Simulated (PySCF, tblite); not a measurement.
# C5H14N2Si: infrared bands and NMR shifts

Wanted: the infrared bands and NMR shifts of C5H14N2Si (`CN1CC[C@@H]([SiH3])N1C`), by calculation.

The runs use tblite 0.8.0 and PySCF 2.14.0, with density-fitted response routines of our own; the level of theory stands in each step. All values are computed, except where a source is named. Atoms count from 0, in the outputs and in this text.

### 1 Starting geometry

22 atoms, charge 0, multiplicity 1; geometry from: GFN2-xTB.

Bonds of the start (Å): C0–N1 1.45, N1–C2 1.46, C2–C3 1.53, C3–C4 1.53, C4–Si5 1.91, C4–N6 1.47, N6–C7 1.45, N6–N1 1.44, C0–H8 1.09, C0–H9 1.10, C0–H10 1.09, C2–H11 1.09, C2–H12 1.10, C3–H13 1.09, C3–H14 1.09, C4–H15 1.09, Si5–H16 1.47, Si5–H17 1.47, Si5–H18 1.46, C7–H19 1.09, C7–H20 1.09, C7–H21 1.10.

### 2 Vibrational analysis with GFN2-xTB

What the job is given:

```
{"job": {"kind": "ir", "xc": "GFN2-xTB", "basis": "xTB"}, "charge": 0, "multiplicity": 1}
C     -1.303304    -0.034358     1.768456
N     -1.164856    -0.030346     0.330083
C     -0.916809     1.296002    -0.236349
C      0.202849     1.106446    -1.257290
C      0.937371    -0.114118    -0.689084
Si     2.242160     0.288624     0.649258
N     -0.122790    -0.926469    -0.083283
C     -0.678860    -1.918110    -0.987988
H     -2.187823     0.545776     2.029642
H     -0.430538     0.383150     2.290386
H     -1.445810    -1.062730     2.094161
H     -1.838279     1.670062    -0.691285
H     -0.605270     2.001573     0.544849
H      0.840888     1.984545    -1.338912
H     -0.210352     0.884844    -2.243738
H      1.410040    -0.691590    -1.488176
H      3.473445     0.713127    -0.024974
H      1.803807     1.396485     1.503028
H      2.450449    -0.914465     1.447679
H     -1.520407    -2.394666    -0.488616
H      0.083651    -2.669477    -1.190775
H     -1.029973    -1.494920    -1.937921
```

**Question.** This job is followed by: GIAO PBE0/pcSseg-1 NMR shielding, non-relativistic, gas phase. What will the session give for the following? strongest single infrared mode (GFN2-xTB); zero-point energy (GFN2-xTB); 13C shifts against TMS (PBE0/pcSseg-1); 1H shifts against TMS (PBE0/pcSseg-1, means over atoms taken as alike); 15N shifts against NH3 (PBE0/pcSseg-1); 29Si shifts against TMS (PBE0/pcSseg-1).

As calculated:

| quantity | value |
| --- | --- |
| strongest single infrared mode (GFN2-xTB) | 2235 cm⁻¹, 441 km/mol |
| zero-point energy (GFN2-xTB) | 114.6 kcal/mol |
| 13C shifts against TMS (PBE0/pcSseg-1) | 57.1, 52.0, 49.7, 49.0, 31.4 ppm |
| 1H shifts against TMS (PBE0/pcSseg-1, means over atoms taken as alike) | 3.90, 3.64, 2.79, 2.63, 2.51, 2.49, 2.47, 1.74 ppm |
| 15N shifts against NH3 (PBE0/pcSseg-1) | 126.3, 115.7 ppm |
| 29Si shifts against TMS (PBE0/pcSseg-1) | -66.8 ppm |

What this shows: No mode is imaginary among the 60: a minimum at this level. The strongest single mode, at 2235 cm⁻¹, moves mainly H16 and H17. Unscaled tight-binding wavenumbers are off by several per cent, some by more. Its intensities can rank the bands wrongly. The most deshielded carbon is C2 (sp3 CH2 bonded to N), at 57.1 ppm: pulled downfield by the heteroatom.
